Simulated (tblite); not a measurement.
# C9H15: the cost of one run

Programs: PySCF 2.14.0 with density-fitted response routines of our own, and tblite 0.8.0. All values are computed, except where a source is named. Atoms count from 0 throughout.

### Step 1. The starting structure

24 atoms, charge 1, multiplicity 1; geometry from: force field or distance geometry start.

Bonds of the start (Å): C0–C1 1.48, C0–H10 1.09, C0–H11 1.09, C0–H9 1.11, C1–C2 1.52, C1–C8 1.46, C2–C3 1.53, C2–H12 1.10, C2–H13 1.09, C3–C4 1.53, C3–C5 1.55, C3–H14 1.09, C4–H15 1.10, C4–H16 1.10, C4–H17 1.09, C5–C6 1.49, C5–H18 1.09, C5–H19 1.11, C6–C7 1.50, C6–C8 1.50, C6–H20 1.09, C7–C8 1.50, C7–H21 1.08, C7–H22 1.08 and more.

### Step 2. GFN2-xTB relaxation, start minimum

What the job is given:

```
{"job": {"xc": "GFN2-xTB", "basis": "xTB", "kind": "relax"}, "charge": 1, "multiplicity": 1}
C     -1.863100     2.044300     0.470600
C     -1.001800     0.855200     0.290300
C      0.497600     1.004900     0.451700
C      1.260000    -0.050800    -0.351800
C      2.765700     0.105900    -0.133900
C      0.811900    -1.474200     0.053300
C     -0.670300    -1.663200     0.043600
C     -1.535300    -1.206500    -1.091000
C     -1.581700    -0.486800     0.225900
H     -2.926800     1.801800     0.292500
H     -1.787500     2.437700     1.487500
H     -1.587400     2.831000    -0.230600
H      0.783000     2.004100     0.105200
H      0.748600     0.953800     1.511000
H      1.050600     0.095200    -1.410100
H      3.091500     1.103000    -0.451100
H      3.321800    -0.630300    -0.723700
H      3.042900    -0.020900     0.911100
H      1.275300    -2.206300    -0.609100
H      1.185800    -1.697700     1.072700
H     -0.951500    -2.590500     0.536200
H     -1.084900    -0.724800    -1.948400
H     -2.388600    -1.819900    -1.344500
H     -2.467500    -0.645200     0.850000
```

Run with:

```bash
> OMP_NUM_THREADS=1 python ens_run.py task.json out
```

One launch serves the whole session.

Q: Estimate the wall time of this first job on 1 thread of Arm Neoverse N1, shared host.

About 2.7 s.
